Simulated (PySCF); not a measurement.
# Si⁺: excitation energy in x2c-QZVPPall

Aim: the excitation energy of silicon from differences of total energies, at each level of theory, and how far each lands from the tabulated value where there is one.

Program: PySCF 2.14.0. Level of theory: unrestricted determinants in a Gaussian basis, no spin-orbit coupling in the energies. These are calculated values, not measurements, unless marked.

## Step 1: The atom as given

| Item | Value |
| --- | --- |
| Element | silicon (Z = 14) |
| Basis | x2c-QZVPPall (9s6p4d2f1g, 70 functions) |
| Hamiltonian | scalar relativity by spin-free X2C-1e |
| State 1 | Si⁺: [Ne] 3s1 3p2, high-spin 4P determinant (an excited configuration) |
| Needed too, but not shown | Si⁺ [Ne] 3s2 3p1 (2P) |
| Methods | CCSD(T) |
| Core shells frozen in the correlated runs | valence: [Ne] (for Si⁺) |

Outer shells as boxes (Hund's rule):

Si+ [Ne] 3s1 3p2
```
[Ne] core
3s [↑ ]
3p [↑ ][↑ ][  ]
```

One driver process ran all states and methods and kept the integrals in memory. Each run is shown as a PySCF script that sums up its settings (the driver passes frozen orbitals as a list and adds second-order terms of double hybrids); the logs are those of the runs themselves. The driver starts from symmetry-adapted Hartree-Fock orbitals, holds the occupation by maximum overlap and uses a logarithmic radial grid for functionals, so a plain start would take other cycles.

The integrals over 70 functions and the set-up took 0.28 s of CPU time.

## Step 2: Si⁺ [Ne] 3s1 3p2: CCSD(T) (valence)

**CCSD(T) (valence)**

Input file input.py:

```python
from pyscf import gto, scf, dft, mp, cc
import basis_set_exchange as bse
mol = gto.M(atom="Si 0 0 0", charge=1, spin=3, symmetry="D2h",
            basis=gto.basis.parse(bse.get_basis("x2c-QZVPPall", elements=["Si"], fmt="nwchem")),
            nucmod="G")
mf = scf.UHF(mol).sfx2c1e()
mf.irrep_nelec = {'Ag': (3, 2), 'B1u': (2, 1), 'B2u': (2, 1), 'B3u': (1, 1)}
mf.kernel()
mycc = cc.CCSD(mf, frozen=5).run()
mycc.ccsd_t()
```

Q: Predict the outcome of this session.

**Answer**, as computed:

| quantity | value |
| --- | --- |
| excitation energy, Si⁺ → [Ne] 3s1 3p2 | UHF 3.926, CCSD(T) (valence) 5.161 eV; reference 5.308 |

Each level's miss (mean over 1 difference):

```tsv
method	mean absolute miss against the measured value (with the measured fine structure taken into account where it is known) (eV)
UHF	1.382
MP2 (valence)	0.465
SCS-MP2 (valence)	0.101
CCSD (valence)	0.176
CCSD(T) (valence)	0.147
```

**Reading.** SCS-MP2 (valence) lands nearest to the measured value (off by 0.10 eV); UHF misses by most (1.38 eV). The basis is finite, and no extrapolation was made.
